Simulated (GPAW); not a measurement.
# Sn3Se (Pm-3m) in GPAW: band structure with r2SCAN

Aim: the band structure of Sn3Se with r2SCAN.

Program: GPAW 26.7.0. These are calculated values, not measurements. Logs are shortened: lines on timing, memory, paths and dates and some standing lists are left out, and cuts for length are marked. The log counts tension as positive stress, the text compression.

### 1 The structure

It takes space group Pm-3m (No. 221, cubic). Conventional cell: a = 4.742 Å, b = 4.742 Å, c = 4.742 Å, α = 90.00°, β = 90.00°, γ = 90.00°. Around Sn (site symmetry 4/mmm) lie 8 Sn at 3.35 Å and 4 Se at 3.35 Å. Se (site symmetry m-3m) is surrounded by 12 Sn at 3.35 Å.

The cell comes from a database or a generator and needn't be the stable form of this composition.

### 2 Band structure, r2SCAN

File run.py:

```python
from ase import Atoms
from ase.dft.bandgap import bandgap
from ase.io import write
from ase.units import GPa
from ase.parallel import parprint
from gpaw import GPAW, PW

atoms = Atoms(['Sn', 'Sn', 'Sn', 'Se'],
              cell=[[4.741879, 0.0, 0.0],
                    [0.0, 4.741879, 0.0],
                    [0.0, 0.0, 4.741879]],
              scaled_positions=[[0.5, 0.5, 0.0],
                                [0.5, 0.0, 0.5],
                                [0.0, 0.5, 0.5],
                                [0.0, 0.0, 0.0]],
              pbc=True)

calc = GPAW(mode=PW(600),
            xc='MGGA_X_R2SCAN+MGGA_C_R2SCAN',
            kpts={'size': (6, 6, 6), 'gamma': True},
            occupations={'name': 'fermi-dirac', 'width': 0.05},
            nbands=38,
            convergence={'density': 1e-05, 'energy': 1e-05},
            maxiter=150,
            txt='gpaw.txt')
atoms.calc = calc
energy = atoms.get_potential_energy()
forces = atoms.get_forces()
stress = atoms.get_stress()
calc.write('gs.gpw')
write('result.traj', atoms)
parprint(f'Energy: {energy:.6f} eV')
parprint('Forces (eV/A):')
parprint(forces.round(4))
parprint('Stress (GPa):', (stress / GPa).round(3))
parprint('Fermi level:', round(calc.get_fermi_level(), 4), 'eV')
parprint(f'Gap: {bandgap(calc)[0]:.4f} eV, direct: {bandgap(calc, direct=True)[0]:.4f} eV')

path = atoms.cell.bandpath('GXMGRX,MR', npoints=100, eps=1e-4)
bs_calc = calc.fixed_density(kpts=path, symmetry='off', nbands=59,
                             convergence={'bands': 'CBM+6.0', 'eigenstates': 1e-6}, txt='bands.txt')
bs = bs_calc.band_structure()
bs.write('bs.json')
parprint(f'Gap on the path: {bandgap(bs_calc)[0]:.4f} eV')
```

Potentials or basis: GPAW PAW data sets (gpaw-data 1.2.1), pw.

On the command line:

```console
$ OMP_NUM_THREADS=1 mpirun -n 4 gpaw python run.py
```

gpaw.txt:

```text
__  _  _
 | _ |_)|_||  |
 |__||  | ||/\| - 26.7.0

Input parameters:
  mode=PW(ecut=600.0),
  convergence={'density': 1e-05, 'energy': 1e-05},
  kpts=MonkhorstPack(size=(6, 6, 6), gamma=True),
  maxiter=150,
  nbands=38,
  occupations=Occupations(name='fermi-dirac', width=0.05),
  xc=XC(name='MGGA_X_R2SCAN+MGGA_C_R2SCAN')

Diagonalizing LCAO Hamiltonian
Converting LCAO to pw mode
    .-----------.
   /|           |
  / |           |
 *  |           |
 |  |           |
 | Sn           |
 |  .--Sn-------.
 | /     Sn    /
 |/           /
 Se----------*

Atoms  # Å, Bohr magnetons
|   | symbol |        x |        y |        z |    initial magnetic moments |
|---|--------|----------|----------|----------|-----------------------------|
| 0 |     Sn | 2.370939 | 2.370939 | 0.000000 | ( 0.0000,  0.0000,  0.0000) |
| 1 |     Sn | 2.370939 | 0.000000 | 2.370939 | ( 0.0000,  0.0000,  0.0000) |
| 2 |     Sn | 0.000000 | 2.370939 | 2.370939 | ( 0.0000,  0.0000,  0.0000) |
| 3 |     Se | 0.000000 | 0.000000 | 0.000000 | ( 0.0000,  0.0000,  0.0000) |

Unit cell  # Å
| periodic |        x |        y |        z |  lengths |    angles |
|----------|----------|----------|----------|----------|-----------|
|      yes | 4.741879 | 0.000000 | 0.000000 | 4.741879 | 90.000000 |
|      yes | 0.000000 | 4.741879 | 0.000000 | 4.741879 | 90.000000 |
|      yes | 0.000000 | 0.000000 | 4.741879 | 4.741879 | 90.000000 |

Number of symmetries: 48
Symmetry operations  # r_c * U_cc + t_c -> r_c
|    | kind |            matrix            |
|----|------|------------------------------|
|  0 |  E   |  1, 0, 0,  0, 1, 0,  0, 0, 1 |
|  1 |  σ   |  1, 0, 0,  0, 1, 0,  0, 0,-1 |
|  2 |  σ   |  1, 0, 0,  0, 0, 1,  0, 1, 0 |
|  3 |  C4  |  1, 0, 0,  0, 0, 1,  0,-1, 0 |
|  4 |  C4  |  1, 0, 0,  0, 0,-1,  0, 1, 0 |
|  5 |  σ   |  1, 0, 0,  0, 0,-1,  0,-1, 0 |
|  6 |  σ   |  1, 0, 0,  0,-1, 0,  0, 0, 1 |
|  7 |  C2  |  1, 0, 0,  0,-1, 0,  0, 0,-1 |
|  8 |  σ   |  0, 1, 0,  1, 0, 0,  0, 0, 1 |
|  9 |  C2  |  0, 1, 0,  1, 0, 0,  0, 0,-1 |
| 10 |  C3  |  0, 1, 0,  0, 0, 1,  1, 0, 0 |
| 11 |  S6  |  0, 1, 0,  0, 0, 1, -1, 0, 0 |
| 12 |  S6  |  0, 1, 0,  0, 0,-1,  1, 0, 0 |
| 13 |  C3  |  0, 1, 0,  0, 0,-1, -1, 0, 0 |
| 14 |  C4  |  0, 1, 0, -1, 0, 0,  0, 0, 1 |
| 15 |  S4  |  0, 1, 0, -1, 0, 0,  0, 0,-1 |
| 16 |  C3  |  0, 0, 1,  1, 0, 0,  0, 1, 0 |
| 17 |  S6  |  0, 0, 1,  1, 0, 0,  0,-1, 0 |
| 18 |  σ   |  0, 0, 1,  0, 1, 0,  1, 0, 0 |
| 19 |  C4  |  0, 0, 1,  0, 1, 0, -1, 0, 0 |
| 20 |  C2  |  0, 0, 1,  0,-1, 0,  1, 0, 0 |
| 21 |  S4  |  0, 0, 1,  0,-1, 0, -1, 0, 0 |
| 22 |  S6  |  0, 0, 1, -1, 0, 0,  0, 1, 0 |
| 23 |  C3  |  0, 0, 1, -1, 0, 0,  0,-1, 0 |
| 24 |  S6  |  0, 0,-1,  1, 0, 0,  0, 1, 0 |
| 25 |  C3  |  0, 0,-1,  1, 0, 0,  0,-1, 0 |
| 26 |  C4  |  0, 0,-1,  0, 1, 0,  1, 0, 0 |
| 27 |  σ   |  0, 0,-1,  0, 1, 0, -1, 0, 0 |
| 28 |  S4  |  0, 0,-1,  0,-1, 0,  1, 0, 0 |
| 29 |  C2  |  0, 0,-1,  0,-1, 0, -1, 0, 0 |
| 30 |  C3  |  0, 0,-1, -1, 0, 0,  0, 1, 0 |
| 31 |  S6  |  0, 0,-1, -1, 0, 0,  0,-1, 0 |
| 32 |  C4  |  0,-1, 0,  1, 0, 0,  0, 0, 1 |
| 33 |  S4  |  0,-1, 0,  1, 0, 0,  0, 0,-1 |
| 34 |  S6  |  0,-1, 0,  0, 0, 1,  1, 0, 0 |
| 35 |  C3  |  0,-1, 0,  0, 0, 1, -1, 0, 0 |
| 36 |  C3  |  0,-1, 0,  0, 0,-1,  1, 0, 0 |
| 37 |  S6  |  0,-1, 0,  0, 0,-1, -1, 0, 0 |
| 38 |  σ   |  0,-1, 0, -1, 0, 0,  0, 0, 1 |
| 39 |  C2  |  0,-1, 0, -1, 0, 0,  0, 0,-1 |
| 40 |  σ   | -1, 0, 0,  0, 1, 0,  0, 0, 1 |
| 41 |  C2  | -1, 0, 0,  0, 1, 0,  0, 0,-1 |
| 42 |  C2  | -1, 0, 0,  0, 0, 1,  0, 1, 0 |
| 43 |  S4  | -1, 0, 0,  0, 0, 1,  0,-1, 0 |
| 44 |  S4  | -1, 0, 0,  0, 0,-1,  0, 1, 0 |
| 45 |  C2  | -1, 0, 0,  0, 0,-1,  0,-1, 0 |
| 46 |  C2  | -1, 0, 0,  0,-1, 0,  0, 0, 1 |
| 47 |  i   | -1, 0, 0,  0,-1, 0,  0, 0,-1 |

BZ-sampling:
  Number of BZ points: 216
  Number of IBZ points: 20

  Monkhorst-Pack size: [6, 6, 6]
  Monkhorst-Pack shift: [0.08333333333333333, 0.08333333333333333, 0.08333333333333333]

K-points  # in reciprocal-cell coordinates
|     |                                coordinates |     weight |
|-----|--------------------------------------------|------------|
|   0 | (  0.00000000,   0.00000000,   0.00000000) | 0.00462963 |
|   1 | (  0.16666667,   0.00000000,   0.00000000) | 0.02777778 |
|   2 | (  0.16666667,   0.16666667,   0.00000000) | 0.05555556 |
|   3 | (  0.16666667,   0.16666667,   0.16666667) | 0.03703704 |
|   4 | (  0.33333333,   0.00000000,   0.00000000) | 0.02777778 |
|   5 | (  0.33333333,   0.16666667,   0.00000000) | 0.11111111 |
|   6 | (  0.33333333,   0.16666667,   0.16666667) | 0.11111111 |
|   7 | (  0.33333333,   0.33333333,   0.00000000) | 0.05555556 |
|   8 | (  0.33333333,   0.33333333,   0.16666667) | 0.11111111 |
|   9 | (  0.33333333,   0.33333333,   0.33333333) | 0.03703704 |
| ... |                                            |            |
|  19 | (  0.50000000,   0.50000000,   0.50000000) | 0.00462963 |

Plane wave coefficients: 3596
Cutoff: 600.0 eV

Spin-components: 1 (collinear spins)
Bands:           38
Projectors:      23
Spin-degeneracy: 2
Datatype:        complex128

Parallelization:
  kpt:    4
  domain: 1
  band:   1

Density:
  Valence electrons: 48.0
  Components: 1
  Grid points: [27 27 27]
  Charge: 0.0  # |e|

Potential:
  Grid points: [27 27 27]

species:
  Sn:
    name:    Tin
    Z:       50.0
    valence: 14
    core:    36
    charge:  0.0  # [|e|]
    compensation charges:
      type: gauss
      rc: 0.38  # [Å]
      lmax: 2
    cutoffs:
      filter: 2.23  # [Å]
      core: 2.35  # [Å]
    projectors
    | kind |    occ | energy [eV] | rcut [Å] |
    |------|--------|-------------|----------|
    |   5s |  2.000 |     -10.538 |    1.201 |
    |   5p |  2.000 |      -3.696 |    1.270 |
    |   4d | 10.000 |     -25.845 |    1.185 |
    |    s |        |      16.674 |    1.201 |
    |    p |        |      23.515 |    1.270 |
    |    d |        |       1.367 |    1.185 |

    Using partial waves for Sn as LCAO basis

  Se:
    name:    Selenium
    Z:       34.0
    valence: 6
    core:    28
    charge:  0.0  # [|e|]
    compensation charges:
      type: gauss
      rc: 0.27  # [Å]
      lmax: 2
    cutoffs:
      filter: 1.77  # [Å]
      core: 2.67  # [Å]
    projectors
    | kind |    occ | energy [eV] | rcut [Å] |
    |------|--------|-------------|----------|
    |   4s |  2.000 |     -17.277 |    0.847 |
    |   4p |  4.000 |      -6.512 |    1.005 |
    |    s |        |       9.935 |    0.847 |
    |    p |        |      20.699 |    1.005 |
    |    d |        |       0.000 |    0.847 |

    Using partial waves for Se as LCAO basis

Reference energy: -570135.612052  # eV

eigensolver:
  PPCG
  Converge bands: occupied
  niter=2

density mixing:
  MSR1-Mixer
  Pratt-step length: 0.05
  Maximum mixing coefficient: 0.75
  Old densities: 10
  SVD Regularization: 0.005
  Good broyden scale: 1.0
  Trust region scale: 1.0
  Backstep threshold: 4.0
  History deletion threshold: 6.0
  Fourier metric: weight=20.0, sigma=0.015

occupation numbers:
  Fermi-Dirac:
    width: 0.0500  # eV

poisson solver:
  ecut: 4800.0  # eV

xc functional:
  name: MGGA_X_R2SCAN+MGGA_C_R2SCAN with 2 nearest neighbor stencil

convergence criteria:
- Maximum integral of absolute [dens]ity change: 1e-05 electrons / valence electron
- Maximum [total energy] change in last 3 cyles: 1e-05 eV / valence electron
- Maximum integral of absolute [eigenst]ate change: 4e-08 eV^2 / valence electron
maximum number of iterations: 150

SCF iterations
|iter     | |      energy | eigst |  dens |
|---------|-|-------------|-------|-------|
|iter:   1| |  -73.817381 | +0.22 |       |
|iter:   2| |  -68.054192 | -1.05 | -1.60 |
|iter:   3| |-2794267.958349 | +5.64 | -1.56 |
|iter:   4| |  -25.604851 | +2.14 | +1.94 |
|iter:   5| |  -65.752145 | +0.98 | -0.84 |
|iter:   6| |  -68.074772 | -0.66 | -1.82 |
|iter:   7| |  -68.048722 | -2.39 | -1.80 |
|iter:   8| |  -68.037133 | -3.89 | -1.99 |
|iter:   9| |  -68.025081 | -3.97 | -2.10 |
|iter:  10| |  -68.024242 | -5.11 | -2.30 |
|iter:  11| |  -68.021944 | -4.08 | -2.36 |
|iter:  12| |  -68.022424 | -4.39 | -2.80 |
|iter:  13| |  -68.022185c| -5.03 | -2.99 |
|iter:  14| |  -68.022126c| -5.51 | -3.23 |
|iter:  15| |  -68.022121c| -6.18 | -3.72 |
|iter:  16| |  -68.022120c| -7.18 | -4.36 |
|iter:  17| |  -68.022120c| -7.94c| -5.46c|

Converged in 17 steps
Energy contributions relative to reference atoms: (reference = -570135.612052)

Energy contributions:
  Kinetic:          26.985064
  Coulomb:         -25.888804
  Zero:             -0.444449
  External:          0.000000
  Xc:              -68.664637
  Entropy:          -0.018587
  Spinorbit:         0.000000
  ----------------------------
  Free energy:     -68.031413
  Extrapolated:    -68.022120

dipole moment: (-33.424028, -33.424028, -33.424028)  # |e|*Ang

Fermi level: 6.996
Eigenvalues  # (at kpt = [0.000, 0.000, 0.000])
| band index |      eig [eV] | occ [0-2] |
|------------|---------------|-----------|
|          0 |       -15.571 |     2.000 |
|        ... |               |           |
|         17 |         2.060 |     2.000 |
|         18 |         2.060 |     2.000 |
|         19 |         2.408 |     2.000 |
|         20 |         2.408 |     2.000 |
|         21 |         2.408 |     2.000 |
|         22 |         6.836 |     1.922 |
[... 8 lines left out ...]
|         31 |        12.976 |     0.000 |
|         32 |        12.984 |     0.000 |
|        ... |               |           |
|         37 |        18.983 |     0.000 |

No gap
No difference between direct/indirect transitions

Forces  # eV/Ang
|        x |       y |       z |
|----------|---------|---------|
| -0.00000 | 0.00000 | 0.00000 |  # Sn   0
|  0.00000 | 0.00000 | 0.00000 |  # Sn   1
|  0.00000 | 0.00000 | 0.00000 |  # Sn   2
|  0.00000 | 0.00000 | 0.00000 |  # Se   3

Stress tensor  # eV/Ang^3
|         x |         y |        z |
|-----------|-----------|----------|
|  0.004044 | -0.000000 | 0.000000 |
| -0.000000 |  0.004044 | 0.000000 |
|  0.000000 |  0.000000 | 0.004044 |

# Writing to gs.gpw (mode='')
```

Wall time 1.9 min (4 MPI ranks of Intel Xeon 6975P-C (Granite Rapids), shared host); peak memory 0.44 GiB.

Results:

```yaml
Free_energy: -68.0314 eV
Pressure: -0.6 GPa
Band_gap_along_the_path: none (metal or under the smearing width)
```

Levels at the corners of the path, in eV from the Fermi level:
| point | band 22 | band 23 | band 24 | band 25 | band 26 | band 27 |
| --- | --- | --- | --- | --- | --- | --- |
| Γ | -4.59 | -0.16 | -0.16 | -0.16 | 2.41 | 2.41 |
| X | -2.01 | -1.93 | -1.93 | -0.02 | 2.04 | 2.26 |
| M | -2.11 | -2.11 | -0.60 | 0.00 | 0.09 | 0.09 |
| Γ | -4.59 | -0.16 | -0.16 | -0.16 | 2.41 | 2.41 |
| R | -5.48 | -5.03 | 2.01 | 2.01 | 2.01 | 6.16 |
| X | -2.01 | -1.93 | -1.93 | -0.02 | 2.04 | 2.26 |
| M | -2.11 | -2.11 | -0.60 | 0.00 | 0.09 | 0.09 |
| R | -5.48 | -5.03 | 2.01 | 2.01 | 2.01 | 6.16 |

Caveat: the PAW data sets were made with another functional, which shifts forces and pressure a little; spin-orbit coupling is left out, which moves the levels of the heavy elements.
